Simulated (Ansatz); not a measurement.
# singlet C2H3ClNSi+ at 6 levels

Aim: a comparison of 6 runs (HF/3-21G, B3LYP/6-31G*, BHLYP/def2-SVP, BLYP/def2-SVP, SVWN5/def2-SVP, r2SCAN/def2-SVP) of singlet C2H3ClNSi+. 

The calculation is run with Ansatz 0.2.0.

107 further runs of the same task are left out: 107 set aside as unsound or not needed.

### Step 1. The system as given

C2H3ClNSi+: 8 atoms, total charge +1, spin state singlet. As SMILES of the parent species, `C[Si](Cl)C#N`. The coordinates come from a PBE0-D4/def2-TZVP relaxation. That shape belongs to the parent species and isn't relaxed for this state.

Bond lengths: C1–Si2 1.857 Å, Si2–Cl3 2.045 Å, Si2–C4 1.842 Å, C4–N5 1.154 Å, C1–H6 1.093 Å, C1–H7 1.091 Å, C1–H8 1.092 Å. Angles: C1–Si2–Cl3 112.0°, C1–Si2–C4 109.8°, Cl3–Si2–C4 107.5°, Si2–C4–N5 174.6°, Si2–C1–H6 109.8°, Si2–C1–H7 110.5°, Si2–C1–H8 109.7°, H6–C1–H7 109.0°, H6–C1–H8 108.9°, H7–C1–H8 109.0°.

### Step 2. A single-point energy at HF/3-21G (run 1)

in.yaml

```yaml
crystal:
  periodic: [false, false, false]
  atoms:
    - {symbol: C, position_ang: [-0.710900, -0.544800, 0.782600]}
    - {symbol: Si, position_ang: [0.598800, 0.648200, 0.225400]}
    - {symbol: Cl, position_ang: [2.483200, -0.092800, 0.512800]}
    - {symbol: C, position_ang: [0.405700, 0.989300, -1.574400]}
    - {symbol: "N", position_ang: [0.241700, 1.298400, -2.674300]}
    - {symbol: H, position_ang: [-0.600600, -1.491500, 0.246800]}
    - {symbol: H, position_ang: [-0.626000, -0.731800, 1.854000]}
    - {symbol: H, position_ang: [-1.699700, -0.132000, 0.571400]}
basis:
  gaussian: {orbitals: 3-21G.json}
total_charge: 1
hamiltonian: {xc: hf}
accuracy: high
output: {orbitals: {seedname: orbitals}}
```

The basis set 3-21G is read from a file made from the Basis Set Exchange's data (not shown).

Launch:

```console
$ ansatz run in.yaml --threads 1 --pin off --max-ram 3480MiB --events-out events.jsonl --progress --plain --runs-dir runs
```

What it wrote:

```text
Warning: RAYON_NUM_THREADS=1 ignored (pool sized by the plan → 1); use --threads N
Functional definition: HF
  name "HF"
  exchange = exact_x
  correlation = 0
1382 factors; integrals over basis functions are off by at most 1.8e-8 eV
mean field evaluation 1: about -23821.4357 eV, gradient 3.8e1 eV
mean field evaluation 2: about -23821.7744 eV, gradient 3.8e1 eV
mean field evaluation 4: about -23825.9280 eV, gradient 5.0e0 eV
mean field evaluation 8: about -23826.0311 eV, gradient 4.5e-1 eV
mean field evaluation 16: about -23826.0327 eV, gradient 2.6e-8 eV
mean field -23826.03272401 eV, -875.5905527423 hartree, gradient 3.0e-8 eV, S^2 0.000000; 0 other end points of the search recorded, 0 dependent functions left out
reference -23826.03272401 eV, -875.5905527423 hartree; 26, 26 occupied and 33, 33 virtual orbitals, 1382 factors
Total energy: -23826.03272401 eV, -875.5905527423 hartree
```

Wall time 0.64 s (1 thread of Intel Xeon 6975P-C (Granite Rapids), shared host); peak memory 0.16 GiB.

### Step 3. A single-point energy at B3LYP/6-31G(d) (Cartesian functions) (run 2)

molecule.yaml

```yaml
crystal:
  periodic: [false, false, false]
  atoms:
    - {symbol: C, position_ang: [-0.710900, -0.544800, 0.782600]}
    - {symbol: Si, position_ang: [0.598800, 0.648200, 0.225400]}
    - {symbol: Cl, position_ang: [2.483200, -0.092800, 0.512800]}
    - {symbol: C, position_ang: [0.405700, 0.989300, -1.574400]}
    - {symbol: N, position_ang: [0.241700, 1.298400, -2.674300]}
    - {symbol: H, position_ang: [-0.600600, -1.491500, 0.246800]}
    - {symbol: H, position_ang: [-0.626000, -0.731800, 1.854000]}
    - {symbol: H, position_ang: [-1.699700, -0.132000, 0.571400]}
basis:
  gaussian:
    orbitals: "6-31G*"
output: {orbitals: {seedname: orbitals}}
accuracy: high
hamiltonian:
  xc: {name: B3LYP}
total_charge: 1
```

Launch:

```console
$ ansatz run molecule.yaml --threads 1 --pin off --max-ram 3480MiB --events-out events.jsonl --progress --plain --runs-dir runs
```

What it wrote:

```text
Warning: RAYON_NUM_THREADS=1 ignored (pool sized by the plan → 1); use --threads N
Functional definition: B3LYP
  name "B3LYP"
  parameter a0 = 0.2
  parameter ax = 0.72
  parameter ac = 0.81
  exchange = (1 - a0 - ax)*slater_x + ax*b88_x + a0*exact_x
  correlation = (1 - ac)*vwn_rpa_c + ac*lyp_c
1908 factors; integrals over basis functions are off by at most 4.0e-9 eV
mean field evaluation 1: about -23992.0714 eV, gradient 7.0e1 eV
mean field evaluation 2: about -23913.5523 eV, gradient 1.5e2 eV
mean field evaluation 4: about -24002.9404 eV, gradient 1.8e1 eV
mean field evaluation 8: about -24004.1442 eV, gradient 7.5e-1 eV
mean field evaluation 16: about -24004.2559 eV, gradient 3.2e-4 eV
mean field -24004.25585673 eV, -882.1401320659 hartree, gradient 9.6e-8 eV, S^2 0.000000; 0 other end points of the search recorded, 0 dependent functions left out
reference -24004.25589365 eV, -882.1401334227 hartree; 26, 26 occupied and 63, 63 virtual orbitals, 1908 factors
Total energy: -24004.25589365 eV, -882.1401334227 hartree
```

Wall time 4.8 s (1 thread of Intel Xeon 6975P-C (Granite Rapids), shared host); peak memory 0.32 GiB.

### Step 4. The energy at BHLYP/def2-SVP (run 3)

run.yaml

```yaml
crystal:
  periodic: [false, false, false]
  atoms:
    - {symbol: C, position_ang: [-0.710900, -0.544800, 0.782600]}
    - {symbol: Si, position_ang: [0.598800, 0.648200, 0.225400]}
    - {symbol: Cl, position_ang: [2.483200, -0.092800, 0.512800]}
    - {symbol: C, position_ang: [0.405700, 0.989300, -1.574400]}
    - {symbol: N, position_ang: [0.241700, 1.298400, -2.674300]}
    - {symbol: H, position_ang: [-0.600600, -1.491500, 0.246800]}
    - {symbol: H, position_ang: [-0.626000, -0.731800, 1.854000]}
    - {symbol: H, position_ang: [-1.699700, -0.132000, 0.571400]}
basis:
  gaussian: {orbitals: def2-SVP}
total_charge: 1
hamiltonian: {xc: {name: BHLYP}}
accuracy: high
output: {orbitals: {seedname: orbitals}}
```

Launch:

```console
$ ansatz run run.yaml --threads 1 --pin off --max-ram 3480MiB --events-out events.jsonl --progress --plain --runs-dir runs
```

What it wrote:

```text
Warning: RAYON_NUM_THREADS=1 ignored (pool sized by the plan → 1); use --threads N
Functional definition: BHLYP
  name "BHLYP"
  parameter a = 0.5
  exchange = (1 - a)*b88_x + a*exact_x
  correlation = lyp_c
2037 factors; integrals over basis functions are off by at most 8.7e-9 eV
mean field evaluation 1: about -23983.8183 eV, gradient 5.8e1 eV
mean field evaluation 2: about -23966.2041 eV, gradient 9.8e1 eV
mean field evaluation 4: about -23992.2300 eV, gradient 6.5e0 eV
mean field evaluation 8: about -23992.8122 eV, gradient 1.3e0 eV
mean field evaluation 16: about -23992.8165 eV, gradient 7.1e-4 eV
mean field -23992.81652233 eV, -881.7197442805 hartree, gradient 1.4e-8 eV, S^2 0.000000; 0 other end points of the search recorded, 0 dependent functions left out
reference -23992.81654731 eV, -881.7197451985 hartree; 26, 26 occupied and 67, 67 virtual orbitals, 2037 factors
Total energy: -23992.81654731 eV, -881.7197451985 hartree
```

It took 5.4 s on 1 thread of Intel Xeon 6975P-C (Granite Rapids), shared host; peak memory 0.34 GiB.

Runs 4 to 5 aren't shown in full; the table further down has their settings and results.

### Step 5. A single-point energy at r2SCAN/def2-SVP (run 6)

input.yaml

```yaml
crystal:
  periodic: [false, false, false]
  atoms:
    - {symbol: C, position_ang: [-0.710900, -0.544800, 0.782600]}
    - {symbol: Si, position_ang: [0.598800, 0.648200, 0.225400]}
    - {symbol: Cl, position_ang: [2.483200, -0.092800, 0.512800]}
    - {symbol: C, position_ang: [0.405700, 0.989300, -1.574400]}
    - {symbol: N, position_ang: [0.241700, 1.298400, -2.674300]}
    - {symbol: H, position_ang: [-0.600600, -1.491500, 0.246800]}
    - {symbol: H, position_ang: [-0.626000, -0.731800, 1.854000]}
    - {symbol: H, position_ang: [-1.699700, -0.132000, 0.571400]}
basis:
  gaussian:
    orbitals: def2-SVP
hamiltonian:
  xc: r2scan
total_charge: 1
accuracy: high
output: {orbitals: {seedname: orbitals}}
```

Launch:

```console
$ ansatz run input.yaml --threads 1 --pin off --max-ram 3480MiB --events-out events.jsonl --progress --plain --runs-dir runs
```

What it wrote:

```text
Warning: RAYON_NUM_THREADS=1 ignored (pool sized by the plan → 1); use --threads N
Functional definition: r2SCAN
  name "r2SCAN"
  parameter k0 = 0.174
  parameter k1 = 0.065
  parameter a1 = 4.9479
  exchange = r2scan_x(k0 = k0, k1 = k1, a1 = a1)
  correlation = r2scan_c
2037 factors; integrals over basis functions are off by at most 8.7e-9 eV
mean field evaluation 1: about -23977.8687 eV, gradient 7.2e1 eV
mean field evaluation 2: about -23884.9234 eV, gradient 1.6e2 eV
mean field evaluation 4: about -23990.5183 eV, gradient 1.6e1 eV
mean field evaluation 8: about -23991.5053 eV, gradient 4.6e-1 eV
mean field evaluation 16: about -23991.5029 eV, gradient 5.5e-5 eV
mean field -23991.50289266 eV, -881.6714692805 hartree, gradient 2.0e-8 eV, S^2 0.000000; 0 other end points of the search recorded, 0 dependent functions left out
reference -23991.50289324 eV, -881.6714693019 hartree; 26, 26 occupied and 67, 67 virtual orbitals, 2037 factors
Total energy: -23991.50289324 eV, -881.6714693019 hartree
```

Wall time 6.9 s (1 thread of Intel Xeon 6975P-C (Granite Rapids), shared host); peak memory 0.31 GiB.

### Step 6. The series

| run | level | Cartesian functions | energy (Eh) | HOMO energy (eV) | LUMO energy (eV) | HOMO–LUMO gap (eV) | wall time |
| --- | --- | --- | --- | --- | --- | --- | --- |
| 1 | HF/3-21G | no | -875.590553 | -18.62 | -8.06 | 10.55 | 0.64 s |
| 2 | B3LYP/6-31G* (Cartesian functions) | yes | -882.140133 | -14.92 | -11.03 | 3.88 | 4.8 s |
| 3 | BHLYP/def2-SVP | no | -881.719745 | -16.51 | -10.03 | 6.48 | 5.4 s |
| 4 | BLYP/def2-SVP | no | -881.763864 | -13.51 | -11.34 | 2.17 | 3.3 s |
| 5 | SVWN5/def2-SVP | no | -878.003349 | -13.74 | -11.66 | 2.08 | 2.2 s |
| 6 | r2SCAN/def2-SVP | no | -881.671469 | -14.15 | -11.53 | 2.62 | 6.9 s |

### Step 7. Outcome

| quantity | value |
| --- | --- |
| run 6: total energy | -881.67147 Eh |
| run 6: HOMO energy | -14.15 eV |
| run 6: LUMO energy | -11.53 eV |
| run 6: HOMO–LUMO gap | 2.62 eV |

In words: The HOMO–LUMO gap runs from 2.08 eV (SVWN5/def2-SVP) to 10.55 eV (HF/3-21G). The two ends differ in method and basis. Totals of different functionals can't be ranked against each other. All runs together took 23 s, the longest 6.9 s.
